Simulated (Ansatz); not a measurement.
**C2H10BNSi: small, medium and large basis sets**

The task here is to estimate one member of a computed series from the others.

Program: Ansatz 0.2.0, Gaussian basis. Level of theory: one geometry, several basis sets. These are calculated values, not measurements.

The runs, in order: PBE0-D4/def2-SVP; ωB97M-V/def2-SVP; PBE0-D4/def2-QZVPP; ωB97M-V/def2-QZVPP; the functionals' def2-TZVPP values are taken from earlier runs.

## The relaxed structure

An earlier PBE0-D4 in a triple-zeta def2 set relaxation fixed the geometry.

SMILES `BN[SiH](C)C`, 15 atoms, charge 0, spin multiplicity 1.

Atoms are counted from 1 here; the program's logs count them from 0.

Bond lengths: B1–N2 1.396 Å, B1–H6 1.198 Å, B1–H7 1.199 Å, N2–Si3 1.756 Å, N2–H8 1.012 Å, Si3–C4 1.867 Å, Si3–C5 1.860 Å, Si3–H9 1.492 Å, C4–H10 1.093 Å, C4–H11 1.093 Å, C4–H12 1.093 Å, C5–H13 1.092 Å, C5–H14 1.093 Å, C5–H15 1.092 Å. Angles: N2–B1–H6 119.6°, N2–B1–H7 119.7°, H6–B1–H7 120.7°, B1–N2–Si3 129.0°, B1–N2–H8 115.7°, Si3–N2–H8 115.2°, N2–Si3–C4 109.5°, N2–Si3–C5 109.9°, N2–Si3–H9 107.4°, C4–Si3–C5 111.7°, C4–Si3–H9 108.2°, C5–Si3–H9 110.0°, Si3–C4–H10 110.8°, Si3–C4–H11 110.8°, Si3–C4–H12 111.3°, H10–C4–H11 108.2°, H10–C4–H12 107.6°, H11–C4–H12 108.0° and more.

Set-up of the first run:

The input, in.yaml:

```yaml
crystal:
  periodic: [false, false, false]
  atoms:
    - {symbol: B, position_ang: [-0.737186, 1.971917, 0.999972]}
    - {symbol: N, position_ang: [-1.148429, 0.737005, 0.496026]}
    - {symbol: Si, position_ang: [-0.270105, -0.387939, -0.526517]}
    - {symbol: C, position_ang: [-0.035477, -2.002475, 0.380586]}
    - {symbol: C, position_ang: [1.355575, 0.356077, -1.037884]}
    - {symbol: H, position_ang: [0.353474, 2.388145, 0.730239]}
    - {symbol: H, position_ang: [-1.478640, 2.604574, 1.698538]}
    - {symbol: H, position_ang: [-2.080650, 0.444065, 0.757919]}
    - {symbol: H, position_ang: [-1.113451, -0.647540, -1.730022]}
    - {symbol: H, position_ang: [0.452508, -2.740954, -0.261278]}
    - {symbol: H, position_ang: [0.583372, -1.861747, 1.270593]}
    - {symbol: H, position_ang: [-0.993533, -2.421807, 0.698739]}
    - {symbol: H, position_ang: [1.996825, 0.545549, -0.174294]}
    - {symbol: H, position_ang: [1.878186, -0.335130, -1.704701]}
    - {symbol: H, position_ang: [1.215429, 1.299662, -1.568615]}
basis:
  gaussian: {orbitals: def2-SVP}
hamiltonian: {xc: pbe0, dispersion: d4}
output: {orbitals: {seedname: orbitals}}
```

The run is started by

```
ansatz run in.yaml --threads 4 --pin off --events-out ev --progress --plain --max-ram 10444MiB
```

Among the steps run: PBE0-D4 in def2-SVP; ωB97M-V in def2-SVP; PBE0-D4 in def2-QZVPP; ωB97M-V in def2-QZVPP.

One of the session's tables, all rows but one given; the rest of the session is left out.

It belongs to the step «Functionals by basis». 

| functional | basis | HOMO (eV) | LUMO (eV) |
| --- | --- | --- | --- |
| PBE0-D4 | def2-SVP | ? | ? |
| PBE0-D4 | def2-TZVPP | -8.12 | 0.00 |
| PBE0-D4 | def2-QZVPP | -8.13 | -0.08 |
| ωB97M-V | def2-SVP | -10.32 | 2.30 |
| ωB97M-V | def2-TZVPP | -10.40 | 1.79 |
| ωB97M-V | def2-QZVPP | -10.41 | 1.49 |

Estimate the missing values for PBE0-D4, def2-SVP.

**Answer.** HOMO (eV): -8.06; LUMO (eV): 0.26. In the column «HOMO (eV)» it is the highest.
